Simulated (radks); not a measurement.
# Ar²⁺ in [Ne] 3s2 3p3.5 4s0.5: an all-electron calculation

Wanted: eigenvalues, radial structure and energy terms of the argon ion Ar2+.

Method: non-relativistic Kohn-Sham, revTPSS, spin-polarised, spherical densities, point nucleus; open shells are filled with parallel spins first. Code: radks (a radial shooting solver on a logarithmic mesh, Libxc functionals) version 1.

### Step 1. The system

- element: argon (Z = 18)
- charge: +2
- electrons: 16
- configuration: [Ne] 3s2 3p3.5 4s0.5

### Step 2. The calculation

The run's settings:

```text
Z 18
configuration [Ne] 3s2 3p3.5 4s0.5 3d0 4p0
relativity non-relativistic
functional revtpss,revtpss
spin polarised
nucleus point
```

Q: Predict the outcome of this run.

**Answer**, as computed:

| quantity | value |
| --- | --- |
| total energy | -525.38529 hartree |
| exchange-correlation share of it | 5.66 % |
| −T/E | 0.9989 |
| highest occupied level | 4s up, -14.610 eV |
| most extended occupied level | 4s up, <r> = 3.49 bohr |
| radius at density 0.001 e/bohr³ | 3.79 bohr |
| maxima of the radial density | 3 |

**Reading.** The radial density shows 3 maxima for 4 occupied principal shells; where shells overlap, one shows as a shoulder or not at all. −T/E = 0.9989, near the virial value of 1. This is not the tabulated ground configuration, so its levels and sizes aren't those of the ground state, and no measured value stands beside it.
